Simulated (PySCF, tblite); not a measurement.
# C5H9O2P: geometry, infrared bands and NMR shifts

Wanted: the infrared bands and NMR shifts of C5H9O2P (`COC1=CCC[P@H]1=O`), by calculation.

Programs: tblite 0.8.0 and PySCF 2.14.0, with density-fitted response routines of our own. Each step states its level of theory. These are calculated values for one molecule in the gas phase, unless marked as measured. Atoms count from 0, in the outputs and in this text.

### 1 The molecule as given

17 atoms, charge 0, multiplicity 1; geometry from: force field or distance geometry start.

Bonds of the start (Å): C0–O1 1.43, O1–C2 1.36, C2–C3 1.35, C3–C4 1.49, C4–C5 1.54, C5–P6 1.84, P6–O7 1.51, P6–C2 1.79, C0–H8 1.09, C0–H9 1.10, C0–H10 1.09, C3–H11 1.10, C4–H12 1.10, C4–H13 1.09, C5–H14 1.11, C5–H15 1.08, P6–H16 1.41.

### 2 Relaxing the molecule with GFN2-xTB

What the job is given:

```
{"job": {"kind": "relax", "xc": "GFN2-xTB", "basis": "xTB"}, "charge": 0, "multiplicity": 1}
C      2.671100    -0.189700     0.395300
O      1.534100    -0.599500     1.157000
C      0.344400    -0.331900     0.560100
C     -0.803700    -0.254100     1.257600
C     -2.046800     0.034000     0.487700
C     -1.599100     0.613200    -0.864800
P      0.077600    -0.082100    -1.192500
O      0.884100     0.941700    -1.957100
H      3.569100    -0.386000     0.985200
H      2.615500     0.886700     0.195300
H      2.731800    -0.763700    -0.534100
H     -0.835900    -0.423700     2.339000
H     -2.694400     0.749500     1.015100
H     -2.604800    -0.892800     0.330900
H     -1.503400     1.712300    -0.790000
H     -2.288300     0.373300    -1.661400
H     -0.058400    -1.375100    -1.733200
```

On the command line:

```bash
$ OMP_NUM_THREADS=1 python probes_run.py task.json out
```

The driver reads the jobs from task.json and runs them one after another.

**Question.** This job is followed by: GFN2-xTB harmonic vibrations, gas phase; GIAO PBE0/pcSseg-1 NMR shielding, non-relativistic, gas phase. Predict these results of the whole session: strongest single infrared mode (GFN2-xTB); zero-point energy (GFN2-xTB); ¹³C shifts against TMS (PBE0/pcSseg-1); ¹H shifts against TMS (PBE0/pcSseg-1, means over atoms taken as alike); ¹⁷O shifts against H2O (PBE0/pcSseg-1); ³¹P shifts against H3PO4 (PBE0/pcSseg-1).

The runs gave:

| quantity | value |
| --- | --- |
| strongest single infrared mode (GFN2-xTB) | 1290 cm⁻¹, 236 km/mol |
| zero-point energy (GFN2-xTB) | 82.6 kcal/mol |
| ¹³C shifts against TMS (PBE0/pcSseg-1) | 165.0, 121.6, 62.9, 31.5, 24.0 ppm |
| ¹H shifts against TMS (PBE0/pcSseg-1, means over atoms taken as alike) | 8.53, 5.63, 4.23, 2.44, 2.24, 2.18, 2.06 ppm |
| ¹⁷O shifts against H2O (PBE0/pcSseg-1) | 100.9, 97.9 ppm |
| ³¹P shifts against H3PO4 (PBE0/pcSseg-1) | 0.9 ppm |

What this shows: The optimisation took 62 steps and gained 0.245 eV; among the close pairs (by a distance rule), P6–O7 changed most, from 1.511 to 1.465 Å. All 45 modes are real, so the xTB geometry is a minimum. The strongest single mode, at 1290 cm⁻¹, is carried by O7, P6, C4, H13. Unscaled tight-binding wavenumbers are off by several per cent, some by more. Its intensities can rank the bands wrongly. The most deshielded carbon is C2 (alkene carbon bearing oxygen), at 165.0 ppm: an sp2 carbon further deshielded by the attached heteroatom. At PBE0/pcSseg-1: Shielding is most anisotropic at P6 (span 332 ppm, paramagnetic term -648 ppm).
